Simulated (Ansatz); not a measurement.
**AlBFH4N: molecular dynamics**

Aim: follow the molecule's vibrations and see whether its bonds hold. The start is relaxed first. Runs: 300 steps of 0.5 fs at constant energy, with velocities drawn for 1000 K. SMILES of the start: B[NH][AlH][F].

Method: RHF/6-31G, in Ansatz 0.2.0.

### 1 The structure to begin with

Bond lengths: B1–N2 1.407 Å, N2–Al3 1.808 Å, Al3–F4 1.647 Å, B1–H5 1.174 Å, B1–H6 1.172 Å, N2–H7 1.019 Å, Al3–H8 1.510 Å. Angles: B1–N2–Al3 128.5°, B1–N2–H7 114.9°, Al3–N2–H7 116.5°, N2–B1–H5 120.1°, N2–B1–H6 118.2°, H5–B1–H6 121.7°, N2–Al3–F4 120.3°, N2–Al3–H8 123.2°, F4–Al3–H8 116.5°.

As a file:

```xyz
8

B    -0.2893    1.2305   -0.7513
N    -0.2067    0.3823    0.3678
Al    0.3817   -1.3253    0.4449
F     0.3887   -2.1384    1.8775
H    -0.6959    2.3249   -0.6324
H     0.0554    0.8108   -1.7903
H    -0.5200    0.7961    1.2447
H     0.8860   -2.0808   -0.7609
```

### 2 Relaxing the start

File input.yaml:

```yaml
crystal:
  periodic: [false, false, false]
  atoms:
    - { symbol: B, position_ang: [-0.2893, 1.23048, -0.75133] }
    - { symbol: "N", position_ang: [-0.20666, 0.38226, 0.36781] }
    - { symbol: Al, position_ang: [0.38174, -1.32533, 0.44488] }
    - { symbol: F, position_ang: [0.38873, -2.1384, 1.87747] }
    - { symbol: H, position_ang: [-0.6959, 2.32495, -0.63239] }
    - { symbol: H, position_ang: [0.05536, 0.81077, -1.7903] }
    - { symbol: H, position_ang: [-0.52001, 0.79605, 1.24472] }
    - { symbol: H, position_ang: [0.88604, -2.08076, -0.76085] }
basis:
  gaussian: { orbitals: "6-31G" }
hamiltonian:
  xc: hf
relax:
  f_tol: 0.02
  max_steps: 40
scf:
  lower_state_search: "off"
```

Launch:

```console
$ ansatz run input.yaml --threads 1 --pin off --max-ram 2048MiB --backend cpu --events-out ev --progress --plain --runs-dir out
```

The log of the run (excerpt; [...] marks lines left out):

```text
Warning: RAYON_NUM_THREADS=1 ignored (pool sized by the plan → 1); use --threads N
[...]
Functional definition: HF
[...]
655 factors; integrals over basis functions are off by at most 2.1e-4 eV
[...]
mean field -11506.68400955 eV, -422.8628378405 hartree, gradient 7.5e-6 eV, S^2 0.000000; 0 other end points of the search recorded, 0 dependent functions left out
[...]
reference -11506.68400955 eV, -422.8628378405 hartree; 19, 19 occupied and 29, 29 virtual orbitals, 655 factors
relax step   1: F+E_penalty+E_count = -11506.68400955 eV  Δ(F+E_penalty+E_count) = +0.000e0 eV  max|allowed force component| = 1.496e0 eV/Å  Δτ_max = 0.0000 Å  (21 SCF iters, accepted)
[...]
relax step   6: F+E_penalty+E_count = -11506.79603174 eV  Δ(F+E_penalty+E_count) = -2.474e-3 eV  max|allowed force component| = 3.303e-2 eV/Å  Δτ_max = 0.0171 Å  (19 SCF iters, accepted)
[...]
relax step   7: F+E_penalty+E_count = -11506.79611949 eV  Δ(F+E_penalty+E_count) = -8.775e-5 eV  max|allowed force component| = 1.738e-2 eV/Å  Δτ_max = 0.0028 Å  (20 SCF iters, accepted)
Total energy: -11506.79611949 eV, -422.8669578048 hartree
Atom 0 at    -0.286592     1.211539    -0.730827 Å, force     0.000124    -0.000606     0.006974 eV/Å
Atom 1 at    -0.216914     0.387226     0.416780 Å, force    -0.004752     0.014449    -0.005467 eV/Å
Atom 2 at     0.383243    -1.314216     0.417845 Å, force     0.006298    -0.017384    -0.000490 eV/Å
Atom 3 at     0.370895    -2.103175     1.916306 Å, force    -0.000108     0.001178    -0.000737 eV/Å
Atom 4 at    -0.694127     2.326439    -0.657905 Å, force    -0.000097     0.000656    -0.002675 eV/Å
Atom 5 at     0.069047     0.779955    -1.784525 Å, force     0.000157    -0.000928    -0.000527 eV/Å
Atom 6 at    -0.527907     0.800253     1.272777 Å, force    -0.001015     0.001441     0.002670 eV/Å
Atom 7 at     0.902355    -2.088001    -0.850441 Å, force    -0.000607     0.001193     0.000251 eV/Å
Dipole moment:    -0.024777     0.168578    -0.177749 e Å
Checks for a lower state left out: stability, starts, cluster_reference, orbital_swaps, neighbouring_geometries, increment
```

It took 8.7 s on 1 thread of Arm Neoverse V1, shared host; peak memory 0.13 GiB.

Step by step:

```
step  energy from step 1 (eV)  largest force component (eV/Å)
   1                   0.0000                          1.4962
   2                  -0.0935                          0.7249
   3                  -0.1095                          0.2202
   4                  -0.1095                          0.2197
  5x                  -0.1007                          0.4485
   6                  -0.1120                          0.0330
   7                  -0.1121                          0.0174
```

Step 1 is the start. 1 step was tried and not accepted (marked x).

After: Bond lengths: B1–N2 1.415 Å, N2–Al3 1.804 Å, Al3–F4 1.694 Å, B1–H5 1.189 Å, B1–H6 1.193 Å, N2–H7 1.000 Å, Al3–H8 1.574 Å. Angles: B1–N2–Al3 124.5°, B1–N2–H7 116.0°, Al3–N2–H7 119.5°, N2–B1–H5 120.9°, N2–B1–H6 119.4°, H5–B1–H6 119.7°, N2–Al3–F4 115.9°, N2–Al3–H8 125.0°, F4–Al3–H8 119.1°.

### 3 The run

300 steps of 0.5 fs at constant energy, with velocities drawn for 1000 K, from the relaxed start.

File input.yaml:

```yaml
crystal:
  periodic: [false, false, false]
  atoms:
    - { symbol: B, position_ang: [-0.286592, 1.211539, -0.730827] }
    - { symbol: "N", position_ang: [-0.216914, 0.387226, 0.41678] }
    - { symbol: Al, position_ang: [0.383243, -1.314216, 0.417845] }
    - { symbol: F, position_ang: [0.370895, -2.103175, 1.916306] }
    - { symbol: H, position_ang: [-0.694127, 2.326439, -0.657905] }
    - { symbol: H, position_ang: [0.069047, 0.779955, -1.784525] }
    - { symbol: H, position_ang: [-0.527907, 0.800253, 1.272777] }
    - { symbol: H, position_ang: [0.902355, -2.088001, -0.850441] }
basis:
  gaussian: { orbitals: "6-31G" }
hamiltonian:
  xc: hf
md:
  timestep: 0.5
  n_steps: 300
  ensemble: nve
  temperature: 1000.0
  initial_velocities: maxwell_boltzmann
  seed: 628962
scf:
  lower_state_search: "off"
```

Launch:

```console
$ ansatz run input.yaml --threads 1 --pin off --max-ram 2048MiB --backend cpu --events-out ev --progress --plain --runs-dir out
```

The log of the run (excerpt; [...] marks lines left out):

```text
Warning: RAYON_NUM_THREADS=1 ignored (pool sized by the plan → 1); use --threads N
[...]
[... 1 set-up line as earlier in the session ...]
[...]
654 factors; integrals over basis functions are off by at most 2.2e-4 eV
[...]
mean field -11506.79610480 eV, -422.8669572647 hartree, gradient 7.7e-6 eV, S^2 0.000000; 0 other end points of the search recorded, 0 dependent functions left out
[...]
reference -11506.79610480 eV, -422.8669572647 hartree; 19, 19 occupied and 29, 29 virtual orbitals, 654 factors
md step     0: t =     0.00 fs  T =  1000.0 K  F+E_penalty+E_count = -11506.79610480 eV  E_kin = 0.775560 eV  conserved = -11506.02054480 eV  (21 SCF iters)
[...]
md step    20: t =    10.00 fs  T =   296.0 K  F+E_penalty+E_count = -11506.24746579 eV  E_kin = 0.229589 eV  conserved = -11506.01787640 eV  (19 SCF iters)
[...]
md step    40: t =    20.00 fs  T =   454.8 K  F+E_penalty+E_count = -11506.37061403 eV  E_kin = 0.352690 eV  conserved = -11506.01792368 eV  (18 SCF iters)
[...]
md step    60: t =    30.00 fs  T =   574.1 K  F+E_penalty+E_count = -11506.46468398 eV  E_kin = 0.445266 eV  conserved = -11506.01941809 eV  (19 SCF iters)
[...]
md step    79: t =    39.50 fs  T =   443.0 K  F+E_penalty+E_count = -11506.36188900 eV  E_kin = 0.343568 eV  conserved = -11506.01832097 eV  (19 SCF iters)
md step    80: t =    40.00 fs  T =   461.1 K  F+E_penalty+E_count = -11506.37600456 eV  E_kin = 0.357590 eV  conserved = -11506.01841415 eV  (19 SCF iters)
```

### 4 The output, continued: dynamics from the start

The log, continued (excerpt; [...] marks lines left out):

```text
md step    81: t =    40.50 fs  T =   484.0 K  F+E_penalty+E_count = -11506.39393403 eV  E_kin = 0.375335 eV  conserved = -11506.01859917 eV  (19 SCF iters)
[...]
md step   107: t =    53.50 fs  T =   534.2 K  F+E_penalty+E_count = -11506.43349874 eV  E_kin = 0.414339 eV  conserved = -11506.01915992 eV  (17 SCF iters)
[...]
md step   133: t =    66.50 fs  T =   599.9 K  F+E_penalty+E_count = -11506.48500924 eV  E_kin = 0.465297 eV  conserved = -11506.01971251 eV  (18 SCF iters)
[...]
md step   159: t =    79.50 fs  T =   697.5 K  F+E_penalty+E_count = -11506.56080833 eV  E_kin = 0.540929 eV  conserved = -11506.01987960 eV  (18 SCF iters)
[...]
md step   183: t =    91.50 fs  T =   660.1 K  F+E_penalty+E_count = -11506.53166709 eV  E_kin = 0.511921 eV  conserved = -11506.01974594 eV  (18 SCF iters)
md step   184: t =    92.00 fs  T =   650.7 K  F+E_penalty+E_count = -11506.52401733 eV  E_kin = 0.504628 eV  conserved = -11506.01938934 eV  (18 SCF iters)
```

### 5 The log goes on: dynamics from the start

The log, continued (excerpt; [...] marks lines left out):

```text
md step   185: t =    92.50 fs  T =   627.3 K  F+E_penalty+E_count = -11506.50536281 eV  E_kin = 0.486513 eV  conserved = -11506.01885002 eV  (17 SCF iters)
[...]
md step   206: t =   103.00 fs  T =   487.1 K  F+E_penalty+E_count = -11506.39718499 eV  E_kin = 0.377746 eV  conserved = -11506.01943922 eV  (18 SCF iters)
[...]
md step   227: t =   113.50 fs  T =   615.0 K  F+E_penalty+E_count = -11506.49589494 eV  E_kin = 0.476979 eV  conserved = -11506.01891618 eV  (18 SCF iters)
[...]
md step   248: t =   124.00 fs  T =   405.3 K  F+E_penalty+E_count = -11506.33250591 eV  E_kin = 0.314351 eV  conserved = -11506.01815537 eV  (19 SCF iters)
[...]
md step   299: t =   149.50 fs  T =   525.1 K  F+E_penalty+E_count = -11506.42550383 eV  E_kin = 0.407208 eV  conserved = -11506.01829596 eV  (17 SCF iters)
[...]
Total energy: -11506.38800858 eV, -422.8519600054 hartree
Atom 0 at    -0.252847     1.195893    -0.739719 Å, force    -0.421065    -1.478315    -1.671437 eV/Å
Atom 1 at    -0.234504     0.379988     0.397172 Å, force     0.467428    -0.053588    -0.089740 eV/Å
Atom 2 at     0.360779    -1.288294     0.412770 Å, force    -0.120292    -0.698718     2.340552 eV/Å
Atom 3 at     0.397731    -2.138756     1.945388 Å, force    -0.063658     0.670393    -1.370492 eV/Å
Atom 4 at    -0.627122     2.229480    -0.494031 Å, force    -0.298415     2.123012    -0.384317 eV/Å
Atom 5 at    -0.084760     0.781455    -1.904061 Å, force     0.185225     0.395699     1.270285 eV/Å
Atom 6 at    -0.495784     0.918845     1.180450 Å, force    -0.191391    -0.212429     0.887342 eV/Å
Atom 7 at     0.935095    -1.866012    -0.846910 Å, force     0.442170    -0.746054    -0.982193 eV/Å
Dipole moment:    -0.029116     0.197793    -0.209639 e Å
Checks for a lower state left out: stability, starts, cluster_reference, orbital_swaps, neighbouring_geometries, increment
```

Wall time 3.5 min (1 thread of Arm Neoverse V1, shared host); peak memory 0.09 GiB.

### 6 What the atoms did

One step in 16; energies are changes from step 0:

| time (fs) | T (K) | potential energy change (meV/atom) | total energy change (meV/atom) |
| --- | --- | --- | --- |
| 0.0 | 1000 | 0.0 | 0.00 |
| 8.0 | 230 | 74.9 | 0.31 |
| 16.0 | 589 | 40.1 | 0.22 |
| 24.0 | 538 | 45.0 | 0.19 |
| 32.0 | 539 | 44.9 | 0.25 |
| 40.0 | 461 | 52.5 | 0.27 |
| 48.0 | 562 | 42.6 | 0.12 |
| 56.0 | 620 | 37.0 | 0.16 |
| 64.0 | 445 | 54.1 | 0.32 |
| 72.0 | 474 | 51.2 | 0.23 |
| 80.0 | 657 | 33.4 | 0.15 |
| 88.0 | 355 | 62.8 | 0.31 |
| 96.0 | 699 | 29.3 | 0.15 |
| 104.0 | 469 | 51.6 | 0.12 |
| 112.0 | 471 | 51.6 | 0.33 |
| 120.0 | 508 | 48.0 | 0.28 |
| 128.0 | 533 | 45.4 | 0.11 |
| 136.0 | 543 | 44.5 | 0.16 |
| 144.0 | 416 | 56.9 | 0.32 |
| 150.0 | 477 | 51.0 | 0.33 |

time (fs), T (K) and a bar:
```
      0.0       1000 ##############################
      6.5        292 
     13.0        570 ############
     19.5        466 #######
     26.0        473 ########
     32.5        516 #########
     39.0        432 ######
     45.5        495 #########
     52.0        381 ####
     58.5        480 ########
     65.0        543 ###########
     71.5        468 #######
     78.5        700 #################
     85.0        306 #
     91.5        660 ################
     98.0        666 ################
    104.5        436 ######
    111.0        449 #######
    117.5        548 ###########
    124.0        405 #####
    130.5        456 #######
    137.0        467 #######
    143.5        376 ####
    150.0        477 ########
```

Maxima of the velocity power spectrum (cm⁻¹, relative height; resolution about 440 cm⁻¹): 1000 (100), 2060 (29), 2720 (41).

### 7 Frames from the trajectory

Positions (Å) and forces (eV/Å):

```xyz
8
time_fs=19.0 T=492 dE=0.3962
B    -0.307    1.229   -0.729    0.764    1.046    0.541
N    -0.181    0.386    0.390   -0.402   -0.745   -0.965
Al    0.361   -1.341    0.404    0.041    0.985    1.721
F     0.382   -2.092    1.946   -0.127    0.088   -0.688
H    -0.841    2.308   -0.445    0.315   -0.743   -1.044
H     0.286    0.928   -1.712   -0.537    0.221   -0.484
H    -0.586    0.876    1.127   -0.389   -0.126    1.827
H     1.003   -1.932   -0.824    0.333   -0.725   -0.909
8
time_fs=37.5 T=432 dE=0.4424
B    -0.272    1.322   -0.719   -0.078   -4.163    0.410
N    -0.244    0.341    0.408    0.503    2.241   -2.269
Al    0.399   -1.333    0.398   -0.660   -0.173    1.322
F     0.375   -2.086    1.939    0.089    0.398   -0.245
H    -0.754    2.373   -0.756   -0.019    0.796    0.511
H     0.049    0.745   -1.747    0.186    0.878    0.199
H    -0.571    0.694    1.262   -0.411    0.359    1.129
H     0.736   -2.355   -0.667    0.389   -0.336   -1.058
8
time_fs=56.0 T=620 dE=0.2963
B    -0.262    1.211   -0.734   -0.528    1.994    2.812
N    -0.259    0.343    0.416    0.546   -0.265   -1.804
Al    0.392   -1.344    0.405   -0.553    0.560   -0.182
F     0.376   -2.050    1.934    0.206   -0.385    0.073
H    -0.551    2.379   -0.398    0.062   -0.889   -0.804
H     0.054    1.035   -1.831    0.225   -0.842   -0.691
H    -0.557    0.790    1.247   -0.123    0.080    0.390
H     0.780   -1.982   -0.983    0.166   -0.254    0.206
8
time_fs=75.0 T=429 dE=0.4453
B    -0.274    1.222   -0.669    1.440   -0.886   -3.183
N    -0.237    0.394    0.396   -0.541   -2.740    3.363
Al    0.350   -1.340    0.377    1.319   -0.381    0.023
F     0.399   -2.060    1.946   -0.301    0.335   -0.786
H    -0.563    2.311   -0.683   -0.676    1.670    0.103
H     0.167    0.667   -1.705   -0.538    0.868    0.539
H    -0.566    0.626    1.325    0.117    0.659   -0.674
H     1.206   -2.129   -0.800   -0.820    0.475    0.615
8
time_fs=94.0 T=579 dE=0.3289
B    -0.227    1.199   -0.714   -2.551    2.622    0.687
N    -0.266    0.391    0.417    0.837   -1.031    1.651
Al    0.377   -1.330    0.418   -0.106    0.080   -1.730
F     0.393   -2.070    1.906    0.069   -0.416    0.874
H    -0.809    2.323   -0.672    1.042   -1.078    0.042
H     0.094    0.854   -1.752    0.839   -0.718   -1.119
H    -0.569    0.771    1.323    0.152   -0.254   -1.380
H     0.824   -2.239   -0.916   -0.281    0.796    0.976
8
time_fs=112.5 T=505 dE=0.3865
B    -0.285    1.229   -0.757    2.071   -2.287   -0.067
N    -0.232    0.359    0.415   -1.120    2.086   -0.614
Al    0.383   -1.299    0.413   -0.245   -1.540    0.419
F     0.395   -2.123    1.954    0.177    0.575   -1.280
H    -0.642    2.287   -0.660   -1.054    1.797    0.231
H     0.253    0.945   -1.860   -0.761   -0.205    1.320
H    -0.673    0.782    1.236    0.689   -0.516   -0.751
H     0.566   -2.033   -1.022    0.244    0.089    0.742
8
time_fs=131.0 T=440 dE=0.4365
B    -0.281    1.272   -0.755   -0.758    0.387    1.291
N    -0.234    0.424    0.401   -0.341    0.567    0.264
Al    0.353   -1.345    0.441    0.024    1.822   -0.511
F     0.416   -2.124    1.901   -0.263   -0.388    1.214
H    -0.764    2.453   -0.777    0.822   -1.743    0.139
H     0.129    0.692   -1.648    0.428    0.076   -1.901
H    -0.569    0.911    1.218    0.157   -0.738    0.113
H     1.064   -2.188   -0.650   -0.068    0.017   -0.609
8
time_fs=150.0 T=477 dE=0.4081
B    -0.253    1.196   -0.740   -0.421   -1.478   -1.671
N    -0.234    0.380    0.397    0.467   -0.054   -0.090
Al    0.361   -1.288    0.413   -0.120   -0.699    2.341
F     0.398   -2.139    1.945   -0.064    0.670   -1.371
H    -0.627    2.229   -0.494   -0.298    2.123   -0.384
H    -0.085    0.781   -1.904    0.185    0.396    1.270
H    -0.496    0.919    1.180   -0.191   -0.212    0.887
H     0.935   -1.866   -0.847    0.442   -0.746   -0.982
```

### 8 What came out

| quantity | value |
| --- | --- |
| relaxation of the start | 5 moves, 0.112 eV lower |
| length | 300 steps of 0.5 fs |
| temperature, first and last step | 1000 and 477 K |
| temperature, second half | mean 501 K, from 249 to 727 K |
| potential energy, second half | +49 meV/atom from the start |
| largest change of the total energy | 0.42 meV/atom |
| bonds formed or broken | 0 |

The temperature starts at 1000 K and averages 501 K in the second half, where it ranges from 249 to 727 K. About half is expected from a start at a minimum: kinetic energy passes into potential energy until both shares match. The total energy strays from its start by at most 0.42 meV/atom, 0.9 % of the mean kinetic energy, so a step of 0.5 fs is short enough over this time. No bond forms or breaks. Averages from a run of 150 fs with 8 atoms are rough. The nuclei move classically, without zero-point motion, which matters most for hydrogen. In so small a basis the energies are only a sketch.
